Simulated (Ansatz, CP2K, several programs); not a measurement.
# GeSb₂Te₄ (R3m): methods side by side

GeSb₂Te₄ (R3m) from a database of computed structures, relaxed with r2SCAN+rVV10 in Ansatz, was computed with several methods. The symmetry is R3m (No. 160, trigonal); a = 4.242 Å, c = 42.015 Å in the conventional setting, 31.18 Å³ an atom. Around Ge lie 3 Te at 2.82 Å; around Sb lie 6 Te at 2.98–3.18 Å; around Sb lie 6 Te at 3.00–3.15 Å; around Te lie 3 Ge at 2.82 Å; around Te lie 3 Sb at 2.98 Å; around Te lie 6 Sb at 3.15–3.18 Å; around Te lie 3 Sb at 3.00 Å. (Simulation; spin polarisation is off.)

```cif
data_structure
_symmetry_space_group_name_H-M 'R3m:H'
_symmetry_Int_Tables_number 160
_cell_length_a 4.2420
_cell_length_b 4.2420
_cell_length_c 42.0149
_cell_angle_alpha 90.000
_cell_angle_beta 90.000
_cell_angle_gamma 120.000
_cell_volume 654.74
loop_
_atom_site_label
_atom_site_type_symbol
_atom_site_symmetry_multiplicity
_atom_site_Wyckoff_symbol
_atom_site_fract_x
_atom_site_fract_y
_atom_site_fract_z
_atom_site_occupancy
Ge1 Ge 3 a 0.33333 0.66667 0.09519 1
Sb1 Sb 3 a 0.33333 0.66667 0.24072 1
Sb2 Sb 3 a 0.00000 0.00000 0.00272 1
Te1 Te 3 a 0.00000 0.00000 0.12828 1
Te2 Te 3 a 0.66667 0.33333 0.20011 1
Te3 Te 3 a 0.00000 0.00000 0.28901 1
Te4 Te 3 a 0.66667 0.33333 0.04396 1
```

Gaps and times are for a single point on this cell; volume and bulk modulus come from each method's own relaxation or energy curve at fixed shape, which is too stiff where a cell has free coordinates or axes. Times are rough, from shared hosts (Arm Neoverse V2), and each method has its own mesh and cell size. A double dagger marks a value from a curve with shape and coordinates held. Gaps from k meshes are read at a limited set of points (mesh, symmetry points, PBE's band edges), so each method's own least gap may be somewhat smaller. Minimal bases can be far off for gaps. Curves at held shape can't give the bulk modulus of a layered or molecular crystal, so none is listed. d marks a direct gap, i an indirect one (no mark: not told apart), a dash a value that wasn't computed or didn't pass its checks.

```
                          method              kind  gap (eV)  own volume (Å³/atom)  bulk modulus (GPa)  atoms computed  processor time
light PBE (260 eV, its own mesh)  light plane-wave    0.29 i                     –                   –               7            14 s
                             PBE         semilocal    0.30 i                     –                   –               7           110 s
                  PBE/SZV (CP2K)       small basis    0.16 d                     –                   –               7         2.4 min
                 PBE/DZVP (CP2K)       small basis    0.29 i                32.72‡                   –               7         3.1 min
                          r2SCAN         semilocal    0.27 i                     –                   –               7         3.9 min
```

Against r2SCAN (0.27 eV) the nearest gap at the points sampled is that of PBE/DZVP (CP2K) (+0.02 eV) and the farthest that of PBE/SZV (CP2K) (-0.11 eV). r2SCAN is only a yardstick of convenience: semilocal gaps usually lie below measured ones, which GLLB-SC and hybrids aim to mend.

Runs without a result: GLLB-SC (GPAW) (single point, out of time).

Spin-orbit coupling is left out, which matters wherever the heavy atoms make up the band edges.
